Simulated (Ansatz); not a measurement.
# Zn2Cd3Se5: the cost of one run

Method: DFT PBE, scalar-relativistic, plane waves, PAW, in Ansatz 0.2.0.

## (1) Starting point

Symmetry: I-4m2, No. 119, tetragonal system. The conventional cell has a = 4.094 Å, b = 4.094 Å, c = 28.949 Å, α = 90.00°, β = 90.00°, γ = 90.00°. Around Zn (site symmetry 2mm) lie 4 Se at 2.51 Å. Around Cd (site symmetry 2mm) lie 4 Se at 2.51 Å. Cd (site symmetry -4m2) is surrounded by 4 Se at 2.51 Å. Se (site symmetry 2mm) is surrounded by 2 Zn at 2.51 Å and 2 Cd at 2.51 Å. Se (site symmetry -4m2) is surrounded by 4 Cd at 2.51 Å.

Coordinates:

```xyz
10
Lattice="-2.0470 2.0470 14.4743 2.0470 -2.0470 14.4743 2.0470 2.0470 -14.4743" Properties=species:S:1:pos:R:3 pbc="T T T"
Zn    0.0000    0.0000   17.3692
Zn    0.0000    0.0000   11.5794
Cd    0.0000    0.0000    5.7897
Cd    0.0000    0.0000   23.1589
Cd    0.0000    0.0000    0.0000
Se    2.0470    0.0000    4.3423
Se    0.0000    2.0470    7.2371
Se    2.0470    0.0000   10.1320
Se    0.0000    2.0470   13.0269
Se    0.0000    2.0470    1.4474
```

The start is an ordering of an alloy on its end members' structure types: elements ordered on the sites of the ZnSe type, Zn/Cd on Zn (I-4m2, No. 119).

## (2) Probe: one point on a coarse mesh

Contents of input.yaml:

```yaml
crystal:
  lattice:
    - [-2.04697458, 2.04697458, 14.47429606]
    - [2.04697458, -2.04697458, 14.47429606]
    - [2.04697458, 2.04697458, -14.47429606]
  atoms:
    - { symbol: Zn, position: [0.6, 0.6, 0.0] }
    - { symbol: Zn, position: [0.4, 0.4, 0.0] }
    - { symbol: Cd, position: [0.2, 0.2, 0.0] }
    - { symbol: Cd, position: [0.8, 0.8, 0.0] }
    - { symbol: Cd, position: [0.0, 0.0, 0.0] }
    - { symbol: Se, position: [0.15, 0.65, 0.5] }
    - { symbol: Se, position: [0.75, 0.25, 0.5] }
    - { symbol: Se, position: [0.35, 0.85, 0.5] }
    - { symbol: Se, position: [0.95, 0.45, 0.5] }
    - { symbol: Se, position: [0.55, 0.05, 0.5] }
basis:
  ecutwfc: 420
kpoints:
  mp_grid: { grid: [6, 6, 6] }
hamiltonian:
  xc: pbe
scf:
  occupations: { method: gaussian, width: 0.1 }
  lower_state_search: "off"
output:
  forces: true
  stress: true
  eigenvalues: true
```

Launch:

```sh
ansatz run input.yaml --threads 4 --pin off --max-ram 8192MiB --backend cpu --events-out ev --progress --plain --runs-dir out
```

Q: Estimate wall time and peak memory on 4 threads of AMD EPYC (Zen 3), shared host.

About 40 s, with a peak of 1.1 GiB.
